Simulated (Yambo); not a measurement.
# AlCl2 (I4/mmm) in Yambo: notebook

The runs below take AlCl2 through optical spectrum, with PBE.

Program: Yambo 5.3.0. These are calculated values, not measurements. Logs are shortened: lines on timing, memory, paths and dates and some standing lists are left out, and cuts for length are marked.

**1. Starting point**

Symmetry: I4/mmm, No. 139, tetragonal system. Conventional cell: a = 4.553 Å, b = 4.553 Å, c = 7.131 Å, α = 90.00°, β = 90.00°, γ = 90.00°. Al (site symmetry 4/mmm) has 2 Cl at 1.71 Å as nearest neighbours. Cl (site symmetry 4mm) has 1 Al at 1.71 Å as nearest neighbours.

The cell was built by a generator and needn't be a form met in nature.

**2. Optical spectrum, PBE**

Contents of optics0.in:

```
optics
chi
Chimod= "IP"
% BndsRnXd
 1 | 29 |
%
% LongDrXd
 1 | 1 | 1 |
%
% QpntsRXd
 1 | 1 |
%
% EnRngeXd
 0 | 10 | eV
%
% DmRngeXd
 0.2 | 0.2 | eV
%
ETStpsXd= 300
```

Contents of scf.in:

```
&CONTROL
  calculation = 'scf'
  prefix = 'pwscf'
  outdir = './tmp'
  pseudo_dir = './pseudo'
/
&SYSTEM
  ibrav = 0
  nat = 3
  ntyp = 2
  ecutwfc = 58
  nbnd = 15
  occupations = 'smearing'
  smearing = 'fd'
  degauss = 0.00367493
  force_symmorphic = .true.
/
&ELECTRONS
  conv_thr = 6d-10
  electron_maxstep = 120
  mixing_beta = 0.5
/
ATOMIC_SPECIES
Al    26.9815 Al.upf
Cl    35.4500 Cl.upf
CELL_PARAMETERS angstrom
  -2.2765565700    2.2765565700    3.5654746100
   2.2765565700   -2.2765565700    3.5654746100
   2.2765565700    2.2765565700   -3.5654746100
ATOMIC_POSITIONS crystal
Al     0.5000000000    0.5000000000    0.0000000000
Cl     0.7395361100    0.7395361100    0.0000000000
Cl     0.2604638900    0.2604638900    0.0000000000
K_POINTS automatic
8 8 8 0 0 0
```

Contents of nscf.in:

```
&CONTROL
  calculation = 'nscf'
  prefix = 'pwscf'
  outdir = './tmp'
  pseudo_dir = './pseudo'
/
&SYSTEM
  ibrav = 0
  nat = 3
  ntyp = 2
  ecutwfc = 58
  nbnd = 29
  occupations = 'smearing'
  smearing = 'fd'
  degauss = 0.00367493
  force_symmorphic = .true.
/
&ELECTRONS
  conv_thr = 1d-08
  diago_full_acc = .true.
  diago_thr_init = 1d-06
/
ATOMIC_SPECIES
Al    26.9815 Al.upf
Cl    35.4500 Cl.upf
CELL_PARAMETERS angstrom
  -2.2765565700    2.2765565700    3.5654746100
   2.2765565700   -2.2765565700    3.5654746100
   2.2765565700    2.2765565700   -3.5654746100
ATOMIC_POSITIONS crystal
Al     0.5000000000    0.5000000000    0.0000000000
Cl     0.7395361100    0.7395361100    0.0000000000
Cl     0.2604638900    0.2604638900    0.0000000000
K_POINTS automatic
8 8 8 0 0 0
```

Potentials or basis: PseudoDojo 0.4.1 SR PBE standard.

Started as:

```console
> OMP_NUM_THREADS=1 pw.x -in scf.in > scf.out
> OMP_NUM_THREADS=1 pw.x -in nscf.in > nscf.out
> cd tmp/pwscf.save; p2y; mv SAVE ../..; cd ../..
> OMP_NUM_THREADS=1 yambo
> OMP_NUM_THREADS=1 yambo -F optics0.in -J optics0 -C optics0_out
```

Yambo's report:

```text
[... sections 02.01 to 02.04 as in the set-up run ...]

[... 5 lines left out ...]
  [X] Bosonic    Temperature                        :  0.258606E-1   300.100    [eV K]
  [X] Finite Temperature mode                       : yes
  [X] El. density                                   :  0.22999E+24 [cm-3]
  [X] Fermi Level                                   :  6.011480 [eV]

  [X] === Gaps and Widths ===
  [X] Conduction Band Min                           :  6.011480 [eV]
  [X] Valence Band Max                              :  6.011480 [eV]
  [X] Filled Bands                                  :   8
  [X] Metallic Bands                                :   9  10
  [X] Empty Bands                                   :  11  29

  [X] === Metallic Characters ===
  [X] N of el / N of met el                         :  17.00000   1.04119
  [X] Average metallic occ.                         :  0.130149

  [WARNING] [X] Metallic system

 [03] Transferred momenta grid and indexing
 ==========================================

 IBZ Q-points                                      :   59
 BZ  Q-points                                      :   512

 K/Q-points units:
 rlu = crystal or reduced units; cc = cartesian coordinates; iku = interal k-units

 Q [ 1]         [rlu]:  0.000000  0.000000  0.000000
 Q [ 2]         [rlu]:  0.65853E-18  0.65853E-18  0.12500
 Q [ 3]         [rlu]:  0.13171E-17  0.13171E-17  0.25000
 Q [ 4]         [rlu]:  0.19756E-17  0.19756E-17  0.37500
 Q [ 5]         [rlu]: -0.26341E-17 -0.26341E-17 -0.50000
 Q [ 6]         [rlu]:  0.76302E-17  0.12500     -0.76302E-17
 Q [ 7]         [rlu]:  0.34382E-16  0.12500      0.12500
 Q [ 8]         [rlu]: -0.20125E-16  0.12500      0.25000
 Q [ 9]         [rlu]: -0.62476E-17  0.12500      0.37500
 Q [10]         [rlu]:  0.72780E-16  0.25000     -0.72780E-16
 Q [11]         [rlu]:  0.72780E-16  0.25000      0.12500
 Q [12]         [rlu]:  0.17268E-16  0.25000      0.25000
 Q [13]         [rlu]:  0.49534E-16 -0.75000      0.37500
 Q [14]         [rlu]:  0.74788E-16  0.25000     -0.12500
 Q [15]         [rlu]:  0.70046E-17  0.37500     -0.70046E-17
[... 33 lines left out ...]
 Q [49]         [rlu]:  0.250000  0.500000 -0.375000
 Q [50]         [rlu]:  0.250000 -0.375000  0.375000

 Remaining 9 points informations can be written running with -fatlog

 [04] Dipoles
 ============

  [04.01] Setup: observables and procedures
  =========================================

  [WARNING] [x,Vnl] slows the Dipoles computation. To neglect it rename the ns.kb_pp file
  [WF-Oscillators/G space/Transverse up loader] Normalization (few states)  min/max  :  0.28189E-17   1.0000

  [WR./optics0//ndb.dipoles]------------------------------------------------------
   Brillouin Zone Q/K grids (IBZ/BZ)                :    59   512    59   512
   RL vectors                                       :   5591 [WF]
   Fragmentation                                    : yes
   Electronic Temperature                           :  300.1000 [K]
   Bosonic    Temperature                           :  300.1000 [K]
   DIP band range                                   :   1  29
   DIP band range limits                            :  10   9
   DIP e/h energy range                             : -1.000000 -1.000000 [eV]
   RL vectors in the sum                            :   5591
   [r,Vnl] included                                 : yes
   Bands ordered                                    : yes
   Direct v evaluation                              : no
   Approach used                                    : G-space v
   Dipoles computed                                 : R V P [G-space]
   Wavefunctions                                    : Perdew, Burke & Ernzerhof(X)+Perdew, Burke & Ernzerhof(C)

  [WARNING] [r,Vnl^pseudo] included in position and velocity dipoles.

  [WARNING] In case H contains other non local terms, these are neglected

 [05] Optics
 ===========

 [X-CG] R(p) Tot o/o(of R):    9416   95732     100

 [WARNING] The system is a metal but Drude term not included.
```

It took 99 s on 1 thread of Intel Xeon Platinum 8488C (Sapphire Rapids), shared host; peak memory 0.26 GiB.

What came out:

```
Band gap on the k mesh, mean-field level : none (metal or under the smearing width)
```

Dielectric function (along the field direction of the input):
```
energy (eV)  real part  imaginary part
       0.27      15.62            7.93
       0.77      -0.61            5.38
       1.27       1.15            1.39
       1.77       2.23            0.99
       2.31       2.25            1.06
       2.81       2.11            0.46
       3.31       2.48            0.23
       3.85       2.87            0.17
       4.35       3.20            0.36
       4.85       3.21            0.54
       5.38       3.45            0.50
       5.89       3.74            1.00
       6.39       3.69            1.15
       6.92       3.74            1.76
       7.42       3.46            1.81
       7.93       3.73            2.29
       8.46       3.01            3.17
       8.96       2.58            2.96
       9.46       2.03            2.88
      10.00       2.26            2.53
```

Caveat: the intraband (Drude) term of the metal is left out; the ground state has no gap, which makes the many-body step unreliable; spectra need much finer meshes, so this one isn't converged; independent-particle spectra lack excitons; an odd number of electrons without spin polarisation forces a metal; a magnetic or distorted state may lie lower.

**3. Optical spectrum, PBE**

Contents of optics1.in:

```
optics
chi
Chimod= "HARTREE"
% BndsRnXd
 1 | 29 |
%
NGsBlkXd= 4 Ry
% LongDrXd
 1 | 1 | 1 |
%
% QpntsRXd
 1 | 1 |
%
% EnRngeXd
 0 | 30 | eV
%
% DmRngeXd
 0.1 | 0.1 | eV
%
ETStpsXd= 150
```

scf.in is that of step 2.

nscf.in is that of step 2.

Potentials or basis: PseudoDojo 0.4.1 SR PBE standard.

Started as:

```console
> OMP_NUM_THREADS=1 pw.x -in scf.in > scf.out
> OMP_NUM_THREADS=1 pw.x -in nscf.in > nscf.out
> cd tmp/pwscf.save; p2y; mv SAVE ../..; cd ../..
> OMP_NUM_THREADS=1 yambo
> OMP_NUM_THREADS=1 yambo -F optics1.in -J optics1 -C optics1_out
```

Yambo's report:

```text
[... sections 02.01 to 02.04 as in the set-up run ...]

[... 5 lines left out ...]
  [X] Bosonic    Temperature                        :  0.258606E-1   300.100    [eV K]
  [X] Finite Temperature mode                       : yes
  [X] El. density                                   :  0.22999E+24 [cm-3]
  [X] Fermi Level                                   :  6.011480 [eV]

  [X] === Gaps and Widths ===
  [X] Conduction Band Min                           :  6.011480 [eV]
  [X] Valence Band Max                              :  6.011480 [eV]
  [X] Filled Bands                                  :   8
  [X] Metallic Bands                                :   9  10
  [X] Empty Bands                                   :  11  29

  [X] === Metallic Characters ===
  [X] N of el / N of met el                         :  17.00000   1.04119
  [X] Average metallic occ.                         :  0.130149

  [WARNING] [X] Metallic system

 [03] Transferred momenta grid and indexing
 ==========================================

[... 55 lines left out ...]
 Q [50]         [rlu]:  0.250000 -0.375000  0.375000

 Remaining 9 points informations can be written running with -fatlog

 [04] Dipoles
 ============

  [04.01] Setup: observables and procedures
  =========================================

  [WARNING] [x,Vnl] slows the Dipoles computation. To neglect it rename the ns.kb_pp file
  [WF-Oscillators/G space/Transverse up loader] Normalization (few states)  min/max  :  0.28189E-17   1.0000

  [WR./optics1//ndb.dipoles]------------------------------------------------------
   Brillouin Zone Q/K grids (IBZ/BZ)                :    59   512    59   512
   RL vectors                                       :   5591 [WF]
   Fragmentation                                    : yes
   Electronic Temperature                           :  300.1000 [K]
   Bosonic    Temperature                           :  300.1000 [K]
   DIP band range                                   :   1  29
   DIP band range limits                            :  10   9
   DIP e/h energy range                             : -1.000000 -1.000000 [eV]
   RL vectors in the sum                            :   5591
   [r,Vnl] included                                 : yes
   Bands ordered                                    : yes
   Direct v evaluation                              : no
   Approach used                                    : G-space v
   Dipoles computed                                 : R V P [G-space]
   Wavefunctions                                    : Perdew, Burke & Ernzerhof(X)+Perdew, Burke & Ernzerhof(C)

  [WARNING] [r,Vnl^pseudo] included in position and velocity dipoles.

  [WARNING] In case H contains other non local terms, these are neglected

 [05] Optics
 ===========

 [X-CG] R(p) Tot o/o(of R):    9416   95732     100

 [WARNING] The system is a metal but Drude term not included.
```

o-optics1.eel_q1_inv_rpa_dyson:

```text
# Electron Energy Loss @ Q(1):  0.577350269     0.577350269     0.577350269    [q->0 direction]
#
# [ X ] Hartree size                              :   65
# [GEN] GF Energies                               : Perdew, Burke & Ernzerhof(X)+Perdew, Burke & Ernzerhof(C)
# [GEN] Green`s Function                          : Retarded
#
# [GEN] Gauge                                     : Length
# [GEN] [r,Vnl] included                          : yes
#
#    E[1] [eV]          Im(eel)            Re(eel)            Im(eel_o)          Re(eel_o)
#
        0.000000           0.486599E-8       -0.059628          -0.56125E-19       -0.057194
        0.201342           0.010568          -0.050044           0.009998          -0.048182
        0.402685           0.029664          -0.018219           0.028371          -0.017657
        0.604027           0.082998           0.037371           0.085272           0.037750
        0.805369           0.165407           0.122489           0.193252           0.112344
        1.006711           0.400847           0.133479           0.437851           0.049972
[... 142 lines left out ...]
        29.79866           0.192262          -2.283462           0.010283          -1.530258
        30.00000           0.132722          -2.139499           0.011176          -1.513286
#
```

o-optics1.eps_q1_inv_rpa_dyson:

```text
# Absorption @ Q(1):  0.577350269     0.577350269     0.577350269    [q->0 direction]
#
# [ X ] Hartree size                              :   65
# [GEN] GF Energies                               : Perdew, Burke & Ernzerhof(X)+Perdew, Burke & Ernzerhof(C)
# [GEN] Green`s Function                          : Retarded
#
# [GEN] Gauge                                     : Length
# [GEN] [r,Vnl] included                          : yes
#
#    E[1] [eV]          Im(eps)            Re(eps)            Im(eps_o)          Re(eps_o)
#
        0.000000           0.136857E-5        16.77058          -0.17157E-16        17.48428
        0.201342           4.039577           19.12935           4.128858           19.89802
        0.402685           24.47720           15.03346           25.40665           15.81164
        0.604027           10.01754          -4.510613           9.805533          -4.340896
        0.805369           3.904506          -2.891408           3.867561          -2.248343
        1.006711           2.245705          -0.747805           2.254515          -0.257307
[... 142 lines left out ...]
        29.79866           0.036613           0.434849           0.004391           0.653455
        30.00000           0.028884           0.465607           0.004880           0.660778
#
```

It took 1.8 min on 1 thread of Intel Xeon Platinum 8488C (Sapphire Rapids), shared host; peak memory 0.68 GiB.

What came out:

| Property | Result |
| --- | --- |
| Band gap on the k mesh, mean-field level | none (metal or under the smearing width) |
| Peak of the energy-loss function | 27.8 eV |

Dielectric function (along the field direction of the input):
```tsv
energy (eV)	real part	imaginary part
0.40	15.03	24.48
1.01	-0.75	2.25
1.61	1.50	0.73
2.42	1.82	1.18
3.02	1.54	0.54
3.62	1.96	0.10
4.43	2.55	0.39
5.03	2.40	0.46
5.64	2.75	0.44
6.44	2.61	0.72
7.05	2.63	1.20
7.65	2.41	0.99
8.46	2.59	1.19
9.06	2.98	1.57
9.66	1.71	2.30
10.47	1.92	2.16
11.07	1.27	1.49
11.68	1.48	2.00
12.48	0.58	1.98
13.09	0.88	1.40
13.69	0.71	1.33
14.50	0.75	1.44
15.10	0.53	1.12
15.70	0.76	0.92
16.51	0.91	1.25
17.11	0.60	1.10
17.72	0.55	1.04
18.52	0.63	0.99
19.13	0.48	0.86
19.93	0.51	0.78
```

Energy-loss function:
```
energy (eV)   loss
        0.0  0.000
        1.2  0.754
        2.6  0.314
        3.8  0.020
        5.2  0.075
        6.4  0.098
        7.9  0.130
        9.1  0.138
       10.5  0.259
       11.7  0.323
       13.1  0.510
       14.3  0.533
       15.7  0.643
       16.9  0.644
       18.3  0.725
       19.5  1.005
       20.9  1.030
       22.1  0.976
       23.6  0.579
       24.8  0.685
       26.2  0.904
       27.4  2.358
       28.8  1.150
       30.0  0.133
```

Caveat: the intraband (Drude) term of the metal is left out; the ground state has no gap, which makes the many-body step unreliable; spectra need much finer meshes, so this one isn't converged; these spectra lack excitons; an odd number of electrons without spin polarisation forces a metal; a magnetic or distorted state may lie lower.

(Part 1 of 2 ends here.)
